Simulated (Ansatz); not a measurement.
Br₂ClHSi, SMILES Cl[SiH](Br)Br, energies of removing a hydrogen

Computed with Ansatz 0.2.0, Python API.

Run as a notebook:

In [1]:
```python
import ansatz


def energy_of(molecule, charge=0, unpaired=0):
    calc = (
        molecule.calculation()
        .basis(gaussian='cc-pVDZ')  # atom-centred Gaussian functions
        .functional('PBE', dispersion='d4')
    )
    if charge:
        calc = calc.charge(charge)
    if unpaired:
        calc = calc.spin('collinear', total=unpaired)
    return calc.run(threads=1).report['free_energy_ev']
```

In [2]:
```python
def without(molecule, index):
    rest = ansatz.Crystal.molecule()
    for i, site in enumerate(molecule.cartesian_sites):
        if i != index:
            rest = rest.atom(site.symbol, site.position_ang)
    return rest

geometry_ang = [
    ('Cl', (0.4674, 0.6097, 1.8782)),
    ('Si', (-0.0083, -0.1402, 0.0268)),
    ('Br', (1.5132, 0.4855, -1.4324)),
    ('Br', (-1.9058, 0.5952, -0.6533)),
    ('H', (-0.0165, -1.6238, 0.1394)),
]
geometry = ansatz.Crystal.molecule()
for symbol, xyz in geometry_ang:
    geometry = geometry.atom(symbol, xyz)
```

In [3]:
```python
whole = energy_of(geometry, 0)
hydrogen = energy_of(ansatz.Crystal.molecule().atom('H', (0, 0, 0)), 0, 1)
print(f'E(molecule) = {whole:.5f} eV, E(H) = {hydrogen:.5f} eV')
for index in [4]:
    radical = energy_of(without(geometry, index), 0, 1)
    print(f'H{index}: homolysis {(radical + hydrogen - whole):.3f} eV')
```
```text
E(molecule) = -160481.41616 eV, E(H) = -13.56836 eV
H4: homolysis 3.694 eV
```

What to keep in mind:
- Total energies depend on the basis set; only differences at equal settings carry meaning.
- The geometry is a force-field or estimated start, not a minimum of this method, and the basis set is short of its limit. All parts are taken at fixed geometry, without zero-point energy.
- This functional overbinds, so such energies come out a few per cent too high (LDA far more).
- The spin-orbit lowering of heavy atoms is left out.
- The whole script took 7.9 s on 1 thread of Arm Neoverse V2, with other jobs on the host, peak memory 0.23 GiB.
